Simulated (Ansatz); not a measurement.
# GaH₃ (triplet): from Hartree-Fock to the top rungs at distance Ga1–H3 = 2.688 Å, aug-cc-pVDZ

How much of the correlation energy of GaH₃ (triplet) does each wave-function method recover here?

Method: aug-cc-pVDZ, core rule «outside noble gas», up to 14 orbitals frozen; program: Ansatz 0.2.0, Gaussian basis.

The runs, in order: UHF; CCSD(T) on ROHF; CCSD(T) on UHF; BCCD(T) on ROHF; CISD; CCSDT(Q) on ROHF; CCSDT(Q) on UHF; CCSDTQ on ROHF; CCSDTQ on UHF; CASSCF and MRCISD+Q, 4 electrons in 4 orbitals; CASSCF and NEVPT2, 4 electrons in 4 orbitals; CASSCF and MRCISD+Q, 6 electrons in 7 orbitals; CASSCF and NEVPT2, 6 electrons in 7 orbitals; Full CI.

## 1. The system

The geometry derives from a PBE0/def2-TZVP stationary point (not a proven minimum). One bond is set to the value named and the two fragments are kept rigid. No spin-orbit coupling is included. The filled d shell of Ga may be among the frozen orbitals whatever the setting's name suggests; the logs give the count.

4 atoms, charge 0, spin multiplicity 3.

Atoms are counted from 1 here; the program's logs count them from 0.

Bond lengths: Ga1–H2 1.585 Å, Ga1–H4 1.955 Å. Angles: H2–Ga1–H4 100.5°.

## 2. UHF

Contents of in.yaml:

```yaml
crystal:
  periodic: [false, false, false]
  atoms:
    - {symbol: Ga, position_ang: [-0.002104, 0.029013, -0.055540]}
    - {symbol: H, position_ang: [-0.002104, -1.476312, -0.551318]}
    - {symbol: H, position_ang: [0.555179, -0.311726, 2.551887]}
    - {symbol: H, position_ang: [-0.407522, -0.218871, 1.841336]}
basis:
  gaussian: {orbitals: aug-cc-pVDZ}
magnetization: {spin_polarized: true, initial_magnetization: 2}
hamiltonian: {xc: hf}
output: {orbitals: {seedname: orbitals}}
```

Command:

```bash
$ ansatz run in.yaml --threads 1 --pin off --events-out ev --progress --plain --max-ram 3956MiB --backend cpu
```

Further steps of the session: CCSD(T) on ROHF; CCSD(T) on UHF; BCCD(T) on ROHF; CISD; CCSDT(Q) on ROHF; CCSDT(Q) on UHF; CCSDTQ on ROHF; CCSDTQ on UHF; CASSCF and MRCISD+Q, 4 electrons in 4 orbitals; CASSCF and NEVPT2, 4 electrons in 4 orbitals; CASSCF and MRCISD+Q, 6 electrons in 7 orbitals; CASSCF and NEVPT2, 6 electrons in 7 orbitals; Full CI.

Before running them: what should the planned runs give, taken together? Wanted: FCI below the RHF energy; RMP2 from FCI; UMP2 from FCI; RCCSD from FCI; RCCSD(T) from FCI; UCCSD(T) from FCI; RCCSDT(Q) from FCI; UCCSDT(Q) from FCI; NEVPT2 pair from FCI.

The runs gave:

| quantity | value |
| --- | --- |
| FCI below the RHF energy | -2.9861 eV |
| RMP2 from FCI | +80.3 kJ/mol |
| UMP2 from FCI | +82.7 kJ/mol |
| RCCSD from FCI | +9.8 kJ/mol |
| RCCSD(T) from FCI | +2.7 kJ/mol |
| UCCSD(T) from FCI | +2.1 kJ/mol |
| RCCSDT(Q) from FCI | -0.1 kJ/mol |
| UCCSDT(Q) from FCI | -1.1 kJ/mol |
| NEVPT2 pair from FCI | +68.3 kJ/mol |
| MRCISD+Q pair from FCI | +2.2 kJ/mol |
| NEVPT2 valence from FCI | +45.9 kJ/mol |
| levels within 1 kcal/mol (43 meV) | RCCSD(T), UCCSD(T), BCCD(T), RCCSDT, UCCSDT, RCCSDT(Q), UCCSDT(Q), RCCSDTQ, UCCSDTQ, MRCISD+Q pair, MRCISD+Q valence |
| T1 diagnostic | 0.033 |
| effectively unpaired electrons | 2.06 |

What this shows: RCCSD(T) lands +2.7 kJ/mol from the yardstick (0.9 % of the correlation energy). UCCSDT, UCCSDT(Q), UCCSDTQ fall below full CI: unrestricted runs freeze a spin-polarised core, another one than full CI's, and coupled cluster isn't variational. One determinant dominates. Of the multireference levels listed MRCISD+Q valence comes nearest in total energy (+0.9 kJ/mol), which doesn't show that its space is the better one. These misses are within one basis, not against nature; the frozen cores of restricted and unrestricted runs differ, which can shift their rows.
